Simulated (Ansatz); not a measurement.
# AlH3O2Si: vertical ionisation energy

How much energy removes an electron from AlH3O2Si at fixed geometry? The cation is run at each level and the neutral's energy taken from earlier runs.

Computed with Ansatz 0.2.0, Gaussian basis. Level: unrestricted cation, the program's frozen cores in correlated methods.

The runs, in order: UKS PBE-D4/def2-TZVPP; UKS r2SCAN-D4/def2-TZVPP; UKS PBE0-D4/def2-TZVPP; UKS B3LYP-D4/def2-TZVPP; UKS wB97X-V/def2-TZVPP; UKS wB97M-V/def2-TZVPP; UKS B2PLYP/def2-TZVPP; UHF-CCSD(T)/def2-TZVPP; UHF-MP2/def2-QZVPP; extrapolation to the limit; then −ε(HOMO) from the neutral's earlier runs with LDA (SPW92), PBE-D4, revPBE-D4, BLYP-D4, r2SCAN-D4, B97M-V, PBE0-D4, B3LYP-D4, r2SCANh-D4, r2SCAN0-D4, HSE06-D4, BHLYP-D4, CAM-B3LYP-D4, LC-ωPBE, ωB97X-V, ωB97M-V.

## (1) Structure used throughout

An earlier PBE0-D4 in a triple-zeta def2 set relaxation fixed the geometry.

SMILES `[OH][Al]1[O][SiH2]1`, 7 atoms, charge 0, spin multiplicity 1.

Atoms are counted from 1 here; the program's logs count them from 0.

Bond lengths: O1–Al2 1.681 Å, O1–H5 0.955 Å, Al2–O3 1.732 Å, Al2–Si4 2.270 Å, O3–Si4 1.684 Å, Si4–H6 1.489 Å, Si4–H7 1.489 Å. Angles: Al2–O1–H5 125.8°, O1–Al2–O3 129.6°, O1–Al2–Si4 177.0°, O3–Al2–Si4 47.5°, Al2–O3–Si4 83.3°, Al2–Si4–O3 49.3°, Al2–Si4–H6 126.4°, Al2–Si4–H7 126.3°, O3–Si4–H6 115.2°, O3–Si4–H7 115.2°, H6–Si4–H7 107.0°.

## (2) Cation, UKS PBE-D4/def2-TZVPP

File in.yaml:

```yaml
crystal:
  periodic: [false, false, false]
  atoms:
    - {symbol: O, position_ang: [-2.094393, -1.011375, -0.929649]}
    - {symbol: Al, position_ang: [-0.698364, -0.272939, -0.354564]}
    - {symbol: O, position_ang: [0.485717, -0.868332, 0.760316]}
    - {symbol: Si, position_ang: [1.207847, 0.628094, 0.485451]}
    - {symbol: H, position_ang: [-2.713597, -0.629585, -1.548450]}
    - {symbol: H, position_ang: [1.315292, 1.510250, 1.680579]}
    - {symbol: H, position_ang: [2.558798, 0.575887, -0.139285]}
basis:
  gaussian: {orbitals: def2-TZVPP}
total_charge: 1
magnetization: {spin_polarized: true, initial_magnetization: 1}
hamiltonian: {xc: pbe, dispersion: d4}
```

Command:

```
> ansatz run in.yaml --threads 2 --pin off --events-out ev --progress --plain --max-ram 4352MiB
```

The runs that follow: Cation, UKS r2SCAN-D4/def2-TZVPP; Cation, UKS PBE0-D4/def2-TZVPP; Cation, UKS B3LYP-D4/def2-TZVPP; Cation, UKS wB97X-V/def2-TZVPP; Cation, UKS wB97M-V/def2-TZVPP; Cation, UKS B2PLYP (frozen core)/def2-TZVPP; Cation, UHF-CCSD(T)/def2-TZVPP; Cation, UHF-MP2/def2-QZVPP.

Q: Predict the results of all the runs planned. Wanted: ionisation energy, CCSD(T)/CBS; nearest functional by difference; nearest −ε(HOMO); −ε(HOMO) of PBE; T1 of the cation.

As calculated:

| quantity | value |
| --- | --- |
| ionisation energy, CCSD(T)/CBS | 8.66 eV |
| nearest functional by difference | ωB97M-V (-0.09 eV) |
| nearest −ε(HOMO) | ωB97X-V (-0.09 eV) |
| −ε(HOMO) of PBE | 5.34 eV |
| T1 of the cation | 0.019 |

**Reading.** Energy differences with functionals land within 0.31 eV of the reference. −ε(HOMO) of PBE misses by 3.3 eV, since self-interaction lifts the level. Among orbital estimates ωB97X-V comes nearest. Hartree-Fock falls 1.01 eV short, as the neutral has more correlation energy than the cation.
